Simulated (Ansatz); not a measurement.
# Zr3S: the cost of one run

Program: Ansatz 0.2.0. Level of theory: DFT PBE, scalar-relativistic, plane waves, PAW. These are calculated values, not measurements.

**1. The structure to begin with**

Symmetry: Pm-3m, No. 221, cubic system. The conventional cell has a = 4.086 Å, b = 4.086 Å, c = 4.086 Å, α = 90.00°, β = 90.00°, γ = 90.00°. Zr (site symmetry 4/mmm) is surrounded by 8 Zr at 2.89 Å and 4 S at 2.89 Å. Around S (site symmetry m-3m) lie 12 Zr at 2.89 Å.

As a file:

```xyz
4
Lattice="4.0856 0.0000 0.0000 0.0000 4.0856 0.0000 0.0000 0.0000 4.0856" Properties=species:S:1:pos:R:3 pbc="T T T"
Zr    0.0000    2.0428    2.0428
Zr    2.0428    0.0000    2.0428
Zr    2.0428    2.0428    0.0000
S     0.0000    0.0000    0.0000
```

This is candidate A: Cu3Au (L1_2) type (Pm-3m, No. 221).

(A quick probe on a coarse mesh, which set the mesh and smearing, is not shown.)

**3. Rough relaxation on the coarse mesh (candidate A)**

Input file input.yaml:

```yaml
crystal:
  lattice:
    - [4.0856315963, 0.0, 0.0]
    - [0.0, 4.0856315963, 0.0]
    - [0.0, 0.0, 4.0856315963]
  atoms:
    - { symbol: Zr, position: [0.0, 0.5, 0.5] }
    - { symbol: Zr, position: [0.5, 0.0, 0.5] }
    - { symbol: Zr, position: [0.5, 0.5, 0.0] }
    - { symbol: S, position: [0.0, 0.0, 0.0] }
basis:
  ecutwfc: 420
kpoints:
  mp_grid: { grid: [4, 4, 4] }
hamiltonian:
  xc: pbe
scf:
  occupations: { method: gaussian, width: 0.1 }
  lower_state_search: "off"
output:
  forces: true
  stress: true
  eigenvalues: true
relax:
  adjacent_minimum: "off"
  f_tol: 0.04
  max_steps: 70
  cell: { stress_tol: 0.4 }
```

Started as:

```bash
$ ansatz run input.yaml --threads 1 --pin off --max-ram 2560MiB --backend cpu --events-out ev --progress --plain --runs-dir out
```

What time and memory should one allow on 1 thread of Intel Xeon Platinum 8259CL at 2.50GHz (Skylake/Cascade Lake), shared host?

About 11 s, with a peak of 0.39 GiB.
